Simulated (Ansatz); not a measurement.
Predict the output of the script below (Ansatz 0.2.0 through its Python package).

The script, `gani.py`:
```python
import ansatz as az
from ase import Atoms

atoms = Atoms(
    ["Ga", "Ni"],
    scaled_positions=[
        (0.0, 0.0, 0.0),
        (0.5, 0.5, 0.5),
    ],
    cell=[
        (2.886, 0.0, 0.0),
        (0.0, 2.886, 0.0),
        (0.0, 0.0, 2.886),
    ],
    pbc=True,
)
atoms.set_initial_magnetic_moments([0.0, 1.0])
crystal = az.Crystal.from_ase(atoms)

model = (
    crystal.calculation()
    .functional("PBEsol")
    .basis(34 * az.Ry)
    .occupations(az.OccupationsMethod.FERMI_DIRAC, width=0.1)
    .spin("collinear")
    .scf(tolerance=1e-07)
)
coarse = model.kpoints(*(4, 4, 4)).checkpoint(write="ground.run").run().report
warm = model.kpoints(*(8, 8, 8)).checkpoint(read="ground.run").run().report
cold = model.kpoints(*(8, 8, 8)).run().report
for label, report in (("coarse", coarse), ("fine, from the saved density", warm), ("fine, fresh start", cold)):
    print(f"{label:30s} F = {report['free_energy_ev']:.5f} eV  iterations {report['n_iterations']}")
```

```console
$ python gani.py
RunWarning: the starting moments were not kept: the SCF closed with an absolute magnetisation of 2.3e-6 μB, where they sum to 1 μB in size (1 site). That is at most 0.1 of that sum. Measured as dr2_m measures the in/out step, that magnetisation stands 2.4e-12 eV from none, at or under the dr2_threshold of 1.0e-7 eV: [...]
coarse                         F = -9548.98999 eV  iterations 11
fine, from the saved density   F = -9549.01840 eV  iterations 6
fine, fresh start              F = -9549.01840 eV  iterations 11
```
(Warnings from the package without file and line, shortened, repeats left out.)

Caveats:
- Absolute energies stand on the zero of these potentials, so only differences at equal settings mean something. A total without «per atom» is that of the cell as typed.
- The SCF didn't keep the moments it started from (some shrank, vanished or turned); what is printed is the state reached.
- The mesh is modest for a metal, so energies can be off by several to tens of meV an atom and pressures by half a GPa or more; differences at equal mesh fare better.
- The structure is a deposited one; some such entries were measured under pressure or heat, so a shift against it needn't be the functional's error alone.
- Finished in 2.4 s on 1 thread of AMD EPYC 9R05 (Zen 5) (shared host), peak memory 0.41 GiB.

(Lines on the test bed's own set-up are left out of the output.)
